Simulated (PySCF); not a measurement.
# ZrOF₂: relaxation and vibrations of the singlet

The task is one start of a wider search on ZrOF₂: the singlet, from a T-shaped (ligand arrangement 1) start. It is relaxed, tested by its Hessian and followed downhill if it is a saddle.

The runs use PySCF 2.14.0; PBE0, basis Zr def2-TZVP with ECP28, O def2-TZVP, F def2-TZVP, scalar-relativistic core potentials, no spin–orbit coupling, density fitting.

**1. The starting structure**

4 atoms, charge 0, spin multiplicity 1.

Bond lengths: Zr1–O2 1.840 Å, Zr1–F3 2.180 Å, Zr1–F4 2.180 Å. Angles: O2–Zr1–F3 88.0°, O2–Zr1–F4 176.0°, F3–Zr1–F4 88.0°.

Z-matrix (Å, degrees; charge 0 multiplicity 1):
```
Zr
O  1 1.8400
F  1 2.1800 2 88.00
F  1 2.1800 3 88.00 2 180.00
```

**2. Finding the electronic state**

The steps below are one call of a driver around PySCF. For each, scf.py gives the equivalent set-up of the SCF; relaxations use the driver's own optimiser. After this first run the driver tries any further starts and a stability analysis.

File scf.py:

```python
from pyscf import gto, scf, dft
mol = gto.M(atom='''
Zr     0.000000     0.000000     0.000000
O     -1.838900     0.000000     0.064200
F      0.000000     0.000000     2.180000
F      2.178700     0.000000     0.076100''',
    basis={'Zr': 'def2-TZVP', 'O': 'def2-TZVP', 'F': 'def2-TZVP'},
    ecp={'Zr': 'def2-TZVP'},
    charge=0, spin=0)
mf = dft.RKS(mol, xc='PBE0')
mf.grids.atom_grid = (50, 194)
aux = {'Zr': 'def2-universal-JKFIT', 'O': 'def2-universal-JKFIT', 'F': 'def2-universal-JKFIT'}
mf = mf.density_fit(auxbasis=aux)
mf.conv_tol = 1e-08
mf.diis_space = 10
mf.max_cycle = 60
mf.init_guess = 'minao'
mf.verbose = 4
mf.kernel()
```

Command:

```sh
$ OMP_NUM_THREADS=4 python axn.py task.json out
```

The program printed (excerpt; [...] marks lines left out):

```text
[... the frontier levels of the middle cycles are left out ...]
init E= -316.113203040081
  HOMO = -0.645888022932261  LUMO = -0.442458743736306  gap/eV = 5.53559
cycle= 1 E= -321.655801679962  delta_E= -5.54  |g|= 1.14  |ddm|= 4.48
  HOMO = -0.157722362960974  LUMO = -0.125134967035895  gap/eV = 0.88675
cycle= 2 E= -318.21052151995  delta_E= 3.45  |g|= 4.11  |ddm|= 2.64
  HOMO = -0.277928446878745  LUMO = -0.100272307983918  gap/eV = 4.83427
cycle= 3 E= -321.785994971113  delta_E= -3.58  |g|= 0.68  |ddm|= 2.42
cycle= 4 E= -321.847538429071  delta_E= -0.0615  |g|= 0.519  |ddm|= 0.62
cycle= 5 E= -321.891482498878  delta_E= -0.0439  |g|= 0.164  |ddm|= 0.259
cycle= 6 E= -321.895485527294  delta_E= -0.004  |g|= 0.0836  |ddm|= 0.0958
cycle= 7 E= -321.896535417025  delta_E= -0.00105  |g|= 0.0398  |ddm|= 0.0318
cycle= 8 E= -321.896850403919  delta_E= -0.000315  |g|= 0.00374  |ddm|= 0.0194
cycle= 9 E= -321.896852950686  delta_E= -2.55e-06  |g|= 0.000566  |ddm|= 0.00234
cycle= 10 E= -321.89685305125  delta_E= -1.01e-07  |g|= 0.000147  |ddm|= 0.000629
cycle= 11 E= -321.896853061957  delta_E= -1.07e-08  |g|= 5.65e-05  |ddm|= 0.000242
cycle= 12 E= -321.896853063693  delta_E= -1.74e-09  |g|= 1.31e-05  |ddm|= 0.000114
  HOMO = -0.328434409370275  LUMO = -0.154421630283779  gap/eV = 4.73513
Extra cycle  E= -321.896853063732  delta_E= -3.91e-11  |g|= 1.43e-05  |ddm|= 2.46e-05
converged SCF energy = -321.896853063732
```

This step, with its further starts and checks, ran for 8.4 s (4 threads of Arm Neoverse V1, shared host).

The starts that the driver tried:

| start | energy (Eh) |
| --- | --- |
| the minimal-basis guess | -321.896853 |
| a thermally smeared density | -321.896853 |
| a smeared PBE density | -321.896853 |

The test of internal stability and the other starts found no lower closed-shell solution.

**3. Relaxation: T-shaped (ligand arrangement 1) start, singlet**

The program finds Cs symmetry in the start, which this walk keeps. The walk stops when the largest gradient is under 0.0003 Eh/bohr and the energy has settled too.

scf.py: that of step 2 with these lines changed.

```diff
@@ -3,4 +3,4 @@
-Zr     0.000000     0.000000     0.000000
-O     -1.838900     0.000000     0.064200
-F      0.000000     0.000000     2.180000
-F      2.178700     0.000000     0.076100''',
+Zr    -0.083246     0.000000    -0.305005
+O     -1.922146     0.000000    -0.240805
+F     -0.083246     0.000000     1.874995
+F      2.095454     0.000000    -0.228905''',
@@ -17 +16,0 @@
-mf.init_guess = 'minao'
```

The optimiser's trace:

| step | energy (Eh) | change (kJ/mol) | largest symmetric gradient (Eh/bohr) |
| --- | --- | --- | --- |
| 0 | -321.896853 | 0.00 | 0.11671 |
| 1 | -321.944097 | -124.04 | 0.07892 |
| 2 | -321.957497 | -159.22 | 0.10747 |
| 3 | -321.974760 | -204.54 | 0.03045 |
| 4 | -321.987358 | -237.62 | 0.04432 |
| 5 | -321.998663 | -267.30 | 0.01323 |
| 6 | -322.000376 | -271.80 | 0.01110 |
| 7 | -322.000472 | -272.05 | 0.01337 |
| 8 | -322.000723 | -272.71 | 0.00181 |
| 9 | -322.000734 | -272.74 | 0.00073 |
| 10 | -322.000741 | -272.76 | 0.00119 |
| 11 | -322.000743 | -272.76 | 0.00033 |
| 12 | -322.000743 | -272.76 | 0.00006 |

The walk took 24 s.

Geometry (Å) and forces (eV/Å) at some steps:

```
step 0
Zr  -0.083   0.000  -0.305  -2.106   0.000   6.001
O   -1.922   0.000  -0.241   4.045   0.000  -1.329
F   -0.083   0.000   1.875   0.312   0.000  -3.907
F    2.095   0.000  -0.229  -2.251   0.000  -0.765
step 1
Zr  -0.094   0.000  -0.172   0.774   0.000   4.058
O   -1.839   0.000  -0.293   0.117   0.000  -1.154
F   -0.063   0.000   1.819   0.119   0.000  -2.107
F    2.003   0.000  -0.253  -1.011   0.000  -0.797
step 6
Zr   0.009   0.000   0.275  -0.392   0.000   0.024
O   -1.470   0.000  -0.663   0.570   0.000   0.336
F   -0.210   0.000   2.223   0.016   0.000  -0.415
F    1.678   0.000  -0.735  -0.194   0.000   0.055
step 12
Zr   0.018   0.000   0.285  -0.001   0.000  -0.002
O   -1.446   0.000  -0.649  -0.001   0.000   0.003
F   -0.229   0.000   2.214   0.002   0.000   0.003
F    1.664   0.000  -0.750   0.000   0.000  -0.005
```

After 12 steps and 272.8 kJ/mol it ends at C2v: Zr–F 1.945 Å (×2), Zr–O 1.737 Å; F–Zr–F 129.4°, F–Zr–O 115.3° (×2).

**4. Vibrations and properties at this point**

The point is checked on the finer grid, and tightened if its gradient asks for it. The Hessian and the dipole derivatives come from central differences of analytic gradients, with steps of 0.02 bohr.

scf.py: that of step 3 with these lines changed.

```diff
@@ -3,4 +3,4 @@
-Zr    -0.083246     0.000000    -0.305005
-O     -1.922146     0.000000    -0.240805
-F     -0.083246     0.000000     1.874995
-F      2.095454     0.000000    -0.228905''',
+Zr    -0.020281     0.000000    -0.012951
+O     -1.484356     0.000000    -0.947888
+F     -0.271329     0.000000     1.915208
+F      1.623368     0.000000    -1.051816''',
@@ -11 +11 @@
-mf.grids.atom_grid = (50, 194)
+mf.grids.atom_grid = (75, 302)
@@ -14 +14 @@
-mf.conv_tol = 1e-08
+mf.conv_tol = 1e-10
```

This SCF starts from the last density.

Log of the central SCF (cycles and frontier levels):

```text
init E= -322.000925957425
  HOMO = -0.328459931371245  LUMO = -0.119438033346547  gap/eV = 5.68778
cycle= 1 E= -322.000925957184  delta_E= 2.41e-10  |g|= 3.94e-05  |ddm|= 2.44e-05
  HOMO = -0.328471308197957  LUMO = -0.11943673832781  gap/eV = 5.68812
cycle= 2 E= -322.000925955294  delta_E= 1.89e-09  |g|= 0.000108  |ddm|= 6.49e-05
  HOMO = -0.328462565466249  LUMO = -0.119438084946175  gap/eV = 5.68785
cycle= 3 E= -322.000925957451  delta_E= -2.16e-09  |g|= 1.05e-05  |ddm|= 4.91e-05
  HOMO = -0.328462897148928  LUMO = -0.119437799796323  gap/eV = 5.68786
cycle= 4 E= -322.000925957469  delta_E= -1.74e-11  |g|= 3.01e-07  |ddm|= 4.47e-06
  HOMO = -0.328462850584323  LUMO = -0.119437817040666  gap/eV = 5.68786
Extra cycle  E= -322.000925957469  delta_E= -7.96e-13  |g|= 4.4e-07  |ddm|= 3.89e-07
converged SCF energy = -322.000925957469
```

The whole step took 39 s.

Geometry: C2v; Zr–F 1.944 Å (×2), Zr–O 1.737 Å; F–Zr–F 129.7°, F–Zr–O 115.1° (×2).

Modes, for the most abundant isotopes:

```csv
symmetry,ω (cm⁻¹),IR (km/mol)
b1,81i,116
a1,163,13.8
b2,240,9.2
a1,612,80.9
b2,653,258
a1,983,234
```

With 1 mode imaginary (up to 81i cm⁻¹) this point is a saddle.

Constants and moments:

```yaml
Dipole_moment: 2.02 D
Highest_occupied_level: -8.94 eV
Lowest_empty_level: -3.25 eV
Rotational_constants: 0.2275, 0.1432, 0.08788 cm⁻¹
Zero-point_energy_real_modes: 15.9 kJ/mol
Principal_polarisabilities: 21.4, 33.4, 40.1 bohr³
Atomisation_energy_without_zero-point_energy: 1964 kJ/mol
Principal_traceless_quadrupole_moments_about_the_centre_of_mass: -9.34, -7.18, 16.52 D Å
```

Charges (e) and bond orders:

```json
{"atom": "Zr1", "Mulliken": "1.61", "Löwdin": "0.96", "polar tensor": "2.62", "Mayer order to Zr1": "–"}
{"atom": "O2", "Mulliken": "-0.60", "Löwdin": "-0.34", "polar tensor": "-1.01", "Mayer order to Zr1": "2.07"}
{"atom": "F3,4", "Mulliken": "-0.51", "Löwdin": "-0.31", "polar tensor": "-0.81", "Mayer order to Zr1": "0.82"}
```

Mulliken populations on Zr1 (outside its core potential): s 2.08, p 6.20, d 1.97, f 0.14.

**5. Leaving the saddle point**

The atoms are moved a little along the softest imaginary mode and relaxed again.

The program finds Cs symmetry in the start, which this walk keeps.

scf.py: that of step 4 with these lines changed.

```diff
@@ -3,4 +3,4 @@
-Zr    -0.020281     0.000000    -0.012951
-O     -1.484356     0.000000    -0.947888
-F     -0.271329     0.000000     1.915208
-F      1.623368     0.000000    -1.051816''',
+Zr    -0.021122     0.137998    -0.013488
+O     -1.485197    -0.250000    -0.948425
+F     -0.272171    -0.221280     1.914671
+F      1.622527    -0.221280    -1.052354''',
@@ -11 +11 @@
-mf.grids.atom_grid = (75, 302)
+mf.grids.atom_grid = (50, 194)
@@ -14 +14 @@
-mf.conv_tol = 1e-10
+mf.conv_tol = 1e-08
```

The optimiser's trace:

| step | energy (Eh) | change (kJ/mol) | largest symmetric gradient (Eh/bohr) |
| --- | --- | --- | --- |
| 0 | -321.998936 | 0.00 | 0.03440 |
| 1 | -322.002236 | -8.66 | 0.00684 |
| 2 | -322.002370 | -9.02 | 0.00079 |
| 3 | -322.002415 | -9.13 | 0.00200 |
| 4 | -322.002432 | -9.18 | 0.00127 |
| 5 | -322.002436 | -9.19 | 0.00016 |
| 6 | -322.002437 | -9.19 | 0.00008 |

The walk took 13 s.

Positions (Å) and forces (eV/Å) along the way:

```
step 0
Zr  -0.021   0.138  -0.013  -1.187  -0.924  -0.771
O   -1.485  -0.250  -0.948   1.771   0.515   1.127
F   -0.272  -0.221   1.915   0.209   0.206  -0.966
F    1.623  -0.221  -1.052  -0.794   0.202   0.610
step 1
Zr  -0.032   0.105  -0.021   0.348   0.159   0.210
O   -1.459  -0.237  -0.932  -0.351  -0.109  -0.226
F   -0.261  -0.211   1.881   0.023  -0.019  -0.022
F    1.596  -0.211  -1.028  -0.020  -0.031   0.038
step 3
Zr  -0.035   0.145  -0.022  -0.104  -0.015  -0.066
O   -1.461  -0.250  -0.933   0.077   0.018   0.045
F   -0.250  -0.225   1.867   0.026  -0.003  -0.011
F    1.589  -0.225  -1.012   0.000   0.001   0.032
step 6
Zr  -0.042   0.159  -0.027  -0.003   0.000   0.006
O   -1.463  -0.253  -0.934  -0.002  -0.007  -0.005
F   -0.238  -0.230   1.859   0.002  -0.001   0.000
F    1.587  -0.230  -0.998   0.002   0.008  -0.001
```

It settles in Cs symmetry, 9.2 kJ/mol below the start, after 6 steps: Zr–F 1.936 Å (×2), Zr–O 1.735 Å; F–Zr–F 122.2°, F–Zr–O 112.2° (×2).

**6. Hessian and properties**

As before: finer grid, then central differences.

scf.py: that of step 5 with these lines changed.

```diff
@@ -3,4 +3,4 @@
-Zr    -0.021122     0.137998    -0.013488
-O     -1.485197    -0.250000    -0.948425
-F     -0.272171    -0.221280     1.914671
-F      1.622527    -0.221280    -1.052354''',
+Zr    -0.037471     0.178212    -0.023929
+O     -1.449964    -0.272729    -0.925926
+F     -0.215804    -0.251292     1.853000
+F      1.590289    -0.251292    -0.975274''',
@@ -11 +11 @@
-mf.grids.atom_grid = (50, 194)
+mf.grids.atom_grid = (75, 302)
@@ -14 +14 @@
-mf.conv_tol = 1e-08
+mf.conv_tol = 1e-10
```

SCF at the final geometry:

```text
init E= -322.002421161569
  HOMO = -0.327170750552553  LUMO = -0.116282003621823  gap/eV = 5.73858
cycle= 1 E= -322.002421161488  delta_E= 8.15e-11  |g|= 2.25e-05  |ddm|= 1.44e-05
  HOMO = -0.327164713862941  LUMO = -0.116284085107054  gap/eV = 5.73835
cycle= 2 E= -322.002421160798  delta_E= 6.9e-10  |g|= 6.42e-05  |ddm|= 3.93e-05
  HOMO = -0.327169490763648  LUMO = -0.116282690013307  gap/eV = 5.73852
cycle= 3 E= -322.002421161579  delta_E= -7.81e-10  |g|= 4.68e-06  |ddm|= 2.94e-05
  HOMO = -0.327169272664376  LUMO = -0.116282624585669  gap/eV = 5.73852
cycle= 4 E= -322.002421161581  delta_E= -2.5e-12  |g|= 2.77e-07  |ddm|= 2e-06
  HOMO = -0.327169314940791  LUMO = -0.116282607412053  gap/eV = 5.73852
Extra cycle  E= -322.002421161583  delta_E= -1.71e-12  |g|= 4.55e-07  |ddm|= 3.73e-07
converged SCF energy = -322.002421161583
```

The whole step ran for 49 s (4 threads of Arm Neoverse V1, shared host).

Geometry: Cs; Zr–F 1.934 Å (×2), Zr–O 1.736 Å; F–Zr–F 120.4°, F–Zr–O 111.8° (×2).

Harmonic modes (main isotopes):

```tsv
symmetry	ω (cm⁻¹)	IR (km/mol)	type
a'	107	78.1	bend
a'	180	18.6	bend
a''	243	10.6	bend
a'	628	99.8	stretch
a''	653	237	stretch
a'	984	220	stretch
```

Every mode is real; the point is a minimum.

Properties at this point:

```yaml
Dipole_moment: 4.37 D
Highest_occupied_level: -8.90 eV
Lowest_empty_level: -3.16 eV
Rotational_constants: 0.2129, 0.1487, 0.09378 cm⁻¹
Zero-point_energy: 16.7 kJ/mol
Principal_polarisabilities: 21.7, 32.9, 40.6 bohr³
Atomisation_energy_without_zero-point_energy: 1968 kJ/mol
Principal_traceless_quadrupole_moments_about_the_centre_of_mass: -7.60, -7.46, 15.06 D Å
Entropy_at_298.15_K_and_1_bar: 313.5 J/(mol K)
Heat_capacity_Cp_at_298.15_K: 66.2 J/(mol K)
Enthalpy_at_298.15_K_above_0_K: 15.51 kJ/mol
Rotational_symmetry_number: 1
```

Charges (e) and bond orders:

```json
{"atom": "Zr1", "Mulliken": "1.59", "Löwdin": "0.93", "polar tensor": "2.54", "Mayer order to Zr1": "–"}
{"atom": "O2", "Mulliken": "-0.60", "Löwdin": "-0.34", "polar tensor": "-0.98", "Mayer order to Zr1": "2.07"}
{"atom": "F3,4", "Mulliken": "-0.50", "Löwdin": "-0.29", "polar tensor": "-0.78", "Mayer order to Zr1": "0.84"}
```

Outer orbital energies (eV). occupied: -12.35, -11.92, -11.77, -11.67, -11.35, -9.35, -9.02, -8.90; empty: -3.16, -1.49, -0.82, 0.22.

Mulliken populations on Zr1 (outside its core potential): s 2.09, p 6.18, d 2.00, f 0.14.

**7. Would spin polarisation lower it?**

At the lowest minimum the closed shell is tested against spin polarisation, on the (50, 194) grid. It is stable.

**8. All stationary points**

| spin | group | bonds | imaginary modes (cm⁻¹) | ΔE (kJ/mol) | with zero-point energy |
| --- | --- | --- | --- | --- | --- |
| singlet | Cs | Zr–F 1.934 Å (×2), Zr–O 1.736 Å | none | 0.0 | 0.0 |
| singlet | C2v | Zr–F 1.944 Å (×2), Zr–O 1.737 Å | 81i | 3.9 | – |

**9. What came out**

| quantity | value |
| --- | --- |
| minimum | singlet, Cs |
| geometry | Zr–F 1.934 Å (×2), Zr–O 1.736 Å; F–Zr–F 120.4°, F–Zr–O 111.8° (×2) |
| wavenumbers (cm⁻¹) | 107 (a'), 180 (a'), 243 (a''), 628 (a'), 653 (a''), 984 (a') |
| dipole moment | 4.37 D |
| highest occupied, lowest empty level | -8.90, -3.16 eV |
| polar-tensor charge of Zr1 | +2.54 e |
| zero-point energy | 16.7 kJ/mol |
| entropy at 298.15 K | 313.5 J/(mol K) |
| atomisation energy (no zero-point energy) | 1968 kJ/mol |

From Cs at the start the molecule goes to a Cs minimum, after a stop at a saddle point 3.9 kJ/mol higher, from which it was pushed off along an imaginary mode. In the infrared the band at 653 cm⁻¹ (a'', stretch) leads. Only this shape and spin were tried, so other structures or states may lie lower.

The search up to here took 2.3 min.
